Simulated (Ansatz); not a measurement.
# Ge3Pd (Pm-3m) in Ansatz: reference runs

Aim: a first look at Ge3Pd with PBEsol, on the cell as given and on a disturbed one.

Everything below comes from runs of Ansatz 0.2.0. Logs are shortened: lines on timing, memory, paths and dates and some standing lists are left out, and cuts for length are marked.

## 1. The structure

It takes space group Pm-3m (No. 221, cubic). Conventional cell: a = 4.142 Å, b = 4.142 Å, c = 4.142 Å, α = 90.00°, β = 90.00°, γ = 90.00°. Pd (site symmetry m-3m) is surrounded by 12 Ge at 2.93 Å. Ge (site symmetry 4/mmm) is surrounded by 4 Pd at 2.93 Å and 8 Ge at 2.93 Å.

The cell comes from a database or a generator and needn't be the stable form of this composition.

## 2. Single point, PBEsol

The input, input.yaml:

```yaml
crystal:
  lattice:
    - [4.142023, 0.0, 0.0]
    - [0.0, 4.142023, 0.0]
    - [0.0, 0.0, 4.142023]
  atoms:
    - { symbol: Pd, position: [0.0, 0.0, 0.0] }
    - { symbol: Ge, position: [0.5, 0.5, 0.0] }
    - { symbol: Ge, position: [0.5, 0.0, 0.5] }
    - { symbol: Ge, position: [0.0, 0.5, 0.5] }
hamiltonian:
  xc: pbesol
  pseudopotentials: { kind: paw }
kpoints:
  mp_grid: { grid: [7, 7, 7] }
scf:
  occupations: { method: fermi_dirac, width: 0.05 }
output:
  forces: true
  stress: true
  eigenvalues: true
```

Potentials or basis: Ansatz PAW.

On the command line:

```
$ ansatz run input.yaml --threads 2 --pin off --max-ram 5632MiB --backend cpu --events-out ev --progress --plain --runs-dir out
```

The log of the run:

```text
Warning: RAYON_NUM_THREADS=2 ignored (pool sized by the plan → 2); use --threads N
Engine: ansatz 0.2.0, x86_64-unknown-linux-gnu
Pseudopotentials: kind: paw
Pseudopotential: Pd, paw, valence charge 18, recommended cutoff 420 eV (normal), Pd.paw.azcp
Pseudopotential: Ge, paw, valence charge 14, recommended cutoff 420 eV (normal), Ge.paw.azcp
Functional definition: PBEsol
  exchange = pbesol_x
  correlation = pbesol_c
Crystal: 4 atoms, lattice volume = 71.062 Å³
Basis set: ecut = 420 eV, 1357 PW (Γ), exchange–correlation on 60×60×60 points (8 copies of the dense FFT grid, shifted against one another)
Bands: 36, of which v1, the nominal top of the filled ones, is band 30 counted from 1 (29 counted from 0)
Symmetry: 48 space group operations
Space group: Pm-3m (ITA 221), of the structure as read, at distance tolerance 4.1e-5 Å
k-points: 20 of 343
Non-local potential: Pd, projectors of the file, l = 0: 2, l = 1: 2, l = 2: 2, l = 3: 1
Non-local potential: Ge, projectors of the file, l = 0: 2, l = 1: 2, l = 2: 3, l = 3: 1
PAW form: soft (Blöchl's): semilocal exchange-correlation on the pseudo side does not see the compensation charge
PAW frozen core: Pd, regenerated for the run's functional, and the local potential with it (the file was generated under x = pbe(κ = 0.804, μ = 0.2195149727645171), c = pbe(β = 0.06672455060314922))
PAW frozen core: Ge, regenerated for the run's functional, and the local potential with it (the file was generated under x = pbe(κ = 0.804, μ = 0.2195149727645171), c = pbe(β = 0.06672455060314922))
PAW one-centre angular grid: Pd, 590 points (default); XC on 64 Gauss nodes
PAW one-centre angular grid: Ge, 590 points (default); XC on 64 Gauss nodes
Initial density: superposition of atomic densities (neutral atoms: chi_scale 0, normalization atom), corrected by the library's trained network
Initial wavefunctions: pseudopotential atomic-orbital guess
Functional: x = pbesol(κ = 0.804, μ = 0.12345679012345678), c = pbesol(β = 0.046)
SCF iter   1: F=—  HF=-19666.955374 eV  |F-HF|=—  |Δ(HF+E_count)|=         —  Δρ=3.96e-3  dr2=1.20e-2  ethr=1.77e-3  ⟨swp⟩=5.9  Hψ=2582  notcnv=0
preconditioner: auto → Kerker (q_TF=auto, 2.652 Å⁻¹)  [metal: Δε(μ)=0.031 eV  Ē_g=19.313 eV  σ=0.050 eV  W_gap=0.15  n_scr=26 (ndim 8)  ℏωp=31.8 eV  f_vac=0.000  D(μ)=2.16/eV (n_scr^D=18)]
SCF iter   2: F=—  HF=-19666.954330 eV  |F-HF|=—  |Δ(HF+E_count)|=   1.04e-3  Δρ=1.55e-3  dr2=2.10e-3  ethr=1.99e-5  ⟨swp⟩=3.0  Hψ=1600  notcnv=0
SCF iter   3: F=—  HF=-19666.953986 eV  |F-HF|=—  |Δ(HF+E_count)|=   3.44e-4  Δρ=5.53e-4  dr2=2.60e-4  ethr=3.50e-6  ⟨swp⟩=2.0  Hψ=776  notcnv=0  defer=1
SCF iter   4: F=—  HF=-19666.953913 eV  |F-HF|=—  |Δ(HF+E_count)|=   7.27e-5  Δρ=1.79e-4  dr2=3.45e-5  ethr=4.34e-7  ⟨swp⟩=3.0  Hψ=1251  notcnv=0  defer=1
SCF iter   5: F=—  HF=-19666.953921 eV  |F-HF|=—  |Δ(HF+E_count)|=   7.87e-6  Δρ=5.76e-5  dr2=3.11e-6  ethr=5.75e-8  ⟨swp⟩=2.1  Hψ=956  notcnv=0  defer=1
SCF iter   6: F=—  HF=-19666.953921 eV  |F-HF|=—  |Δ(HF+E_count)|=   4.29e-7  Δρ=1.32e-5  dr2=1.19e-7  ethr=5.18e-9  ⟨swp⟩=2.0  Hψ=866  notcnv=0  defer=1
SCF iter   7: F=-19666.953921 eV  HF=-19666.953921 eV  |F-HF|=3.50e-9  |Δ(HF+E_count)|=   4.66e-9  Δρ=2.60e-6  dr2=5.94e-9  ethr=1.67e-10  ⟨swp⟩=6.4  Hψ=2413  notcnv=0
SCF 1 converged in 7 iterations: F = -19666.953921 eV  dr2 = 5.94e-9
SCF converged after 7 iterations
Free energy (F): -19666.953921 eV
Harris-Foulkes:  -19666.953921 eV  (|F-HF|=3.50e-9)
Internal energy: -19666.936384 eV  (E = F + TS)
E sigma→0 (E₀):  -19666.945153 eV
Entropy (-TS):   -0.017536 eV (-4.384 meV/atom)
Fermi energy:    12.918752 eV
--- Per-component energies (eV) ---
  E_band       = -526.488324
  E_kinetic    = 845.234679
  E_local      = -8336.180195  (includes V_loc(G=0)·N_el)
  E_nonlocal   = 1470.853241
  E_hartree    = 3574.797765
  E_xc         = -392.446935
  E_vxc        = -404.747696  (∫ρ·V_xc dr)
  E_paw        = -9612.596152  (= ΣΔE_a)
  E_vpaw       = -1251.241982  (= ΣTr[D̂ρ^β])
  E_aug_tail   = 0.001225  (compensation charges beyond the density's cutoff)
  E_ewald      = -7219.656347
  E_core_change = 3.056333  (= ΣΔE_core)
  E_smearing   = -0.017536  (= −TS)
  E_closure    = -0.000000  (closes the sum)
  Σ components = -19666.953921   (vs F -19666.953921, Δ=0.00e0)
--- Forces (eV/Å), atoms counted from 1 ---
  atom   1  Pd    -0.00000000     0.00000000     0.00000000
  atom   2  Ge     0.00000000    -0.00000000     0.00000000
  atom   3  Ge     0.00000000    -0.00000000     0.00000000
  atom   4  Ge     0.00000000     0.00000000     0.00000000
  max |Σ_I F_I| component: 1.55e-28 eV/Å
--- Stress (GPa, compression-positive) ---
       -4.721368      -0.000000      -0.000000
        0.000000      -4.721368       0.000000
        0.000000       0.000000      -4.721368
  P = ⅓ Tr σ = -4.7214 GPa (-47.214 kbar)
--- Band table (eV; the first three rows and the last of 20) ---
  k-point 0: bands = ["-71.2434", "-37.0194", "-37.0194", "-37.0194", "-11.8177", "-11.8177", "-11.8177", "-11.8070", "-11.7533", "-11.7533", "-11.7093", "-11.7093", "-11.7093", "-11.6942", "-11.6942", "-11.6539", "-11.6459", "-11.6459", "-11.6459", "0.2481", "6.9562", "6.9562", "9.4368", "9.4368", "9.4368", "10.2702", "10.2702", "10.2702", "11.3603", "11.3603", "13.7326", "15.9031", "15.9031", "15.9031", "18.5196", "18.5196"]
  k-point 1: bands = ["-71.2434", "-37.0197", "-37.0194", "-37.0194", "-11.8165", "-11.8097", "-11.8097", "-11.8017", "-11.7526", "-11.7487", "-11.7104", "-11.7093", "-11.7093", "-11.6985", "-11.6941", "-11.6579", "-11.6545", "-11.6545", "-11.6459", "0.4193", "6.1135", "7.0941", "9.2870", "9.2870", "9.7055", "10.2775", "10.5580", "10.5580", "11.0221", "11.7191", "14.4864", "15.7124", "15.7124", "15.8216", "17.4778", "17.9915"]
  k-point 2: bands = ["-71.2434", "-37.0203", "-37.0194", "-37.0194", "-11.8138", "-11.7877", "-11.7875", "-11.7875", "-11.7506", "-11.7364", "-11.7129", "-11.7102", "-11.7100", "-11.7100", "-11.6939", "-11.6777", "-11.6777", "-11.6685", "-11.6459", "0.9207", "4.6273", "7.4947", "9.0647", "9.0647", "10.1404", "10.2091", "10.2939", "11.2265", "11.2265", "12.2452", "14.7265", "14.7265", "15.6985", "15.7159", "16.6025", "18.0536"]
  k-point 19: bands = ["-71.2434", "-37.0205", "-37.0205", "-37.0205", "-11.7794", "-11.7739", "-11.7739", "-11.7645", "-11.7645", "-11.7596", "-11.7596", "-11.7109", "-11.7052", "-11.7052", "-11.6954", "-11.6954", "-11.6605", "-11.6605", "-11.6549", "4.1731", "4.7624", "4.7624", "7.5215", "8.5089", "8.6300", "8.6300", "10.6961", "10.6961", "11.3825", "11.3825", "11.5018", "13.1150", "19.5233", "19.5233", "19.9899", "20.4014"]
```

It took 2 s on 2 threads of AMD EPYC 7R43 (Zen 3), shared host; peak memory 0.41 GiB.

What came out:

| Property | Result |
| --- | --- |
| Free energy | -19666.9539 eV |
| Pressure | -4.7 GPa |
| Band gap on the k mesh | none (metal or under the smearing width) |

Caveat: the PAW data sets come from PBE, with cores solved anew for the run's functional, which leaves a small shift of forces and pressure.

## 3. Single point, PBEsol (atoms moved at random, drawn with an rms of 0.05 Å)

The input, input.yaml:

```yaml
crystal:
  lattice:
    - [4.142023, 0.0, 0.0]
    - [0.0, 4.142023, 0.0]
    - [0.0, 0.0, 4.142023]
  atoms:
    - { symbol: Pd, position: [0.00622, -0.004141, -0.016869] }
    - { symbol: Ge, position: [0.500399, 0.496279, 5.7e-05] }
    - { symbol: Ge, position: [0.499462, 0.005685, 0.499023] }
    - { symbol: Ge, position: [0.009616, 0.493489, 0.506108] }
hamiltonian:
  xc: pbesol
  pseudopotentials: { kind: paw }
kpoints:
  mp_grid: { grid: [7, 7, 7] }
scf:
  occupations: { method: fermi_dirac, width: 0.05 }
output:
  forces: true
  stress: true
  eigenvalues: true
```

Potentials or basis: Ansatz PAW.

On the command line:

```
$ ansatz run input.yaml --threads 2 --pin off --max-ram 5632MiB --backend cpu --events-out ev --progress --plain --runs-dir out
```

Wall time 28 s (2 threads of AMD EPYC 7R43 (Zen 3), shared host); peak memory 0.6 GiB.

It converged, with:

```yaml
Free_energy: -19666.9508 eV
Pressure: -4.6 GPa
Largest_force: 0.132 eV/Å
Band_gap_on_the_k_mesh: none (metal or under the smearing width)
```

Forces in eV/Å, atoms in the order of the input:
```
Pd  -0.022 -0.043 -0.047
Ge   0.061  0.063  0.099
Ge   0.065 -0.090 -0.020
Ge  -0.105  0.070 -0.032
```

Levels at points of the mesh, in eV from the Fermi level:
| k point | band 26 | band 27 | band 28 | band 29 | band 30 | band 31 | band 32 | band 33 | band 34 | band 35 |
| --- | --- | --- | --- | --- | --- | --- | --- | --- | --- | --- |
| (0.00, 0.00, 0.00) | -2.66 | -2.65 | -2.64 | -1.56 | -1.55 | 0.80 | 2.99 | 3.00 | 3.01 | 5.60 |

Caveat: the PAW data sets come from PBE, with cores solved anew for the run's functional, which leaves a small shift of forces and pressure.
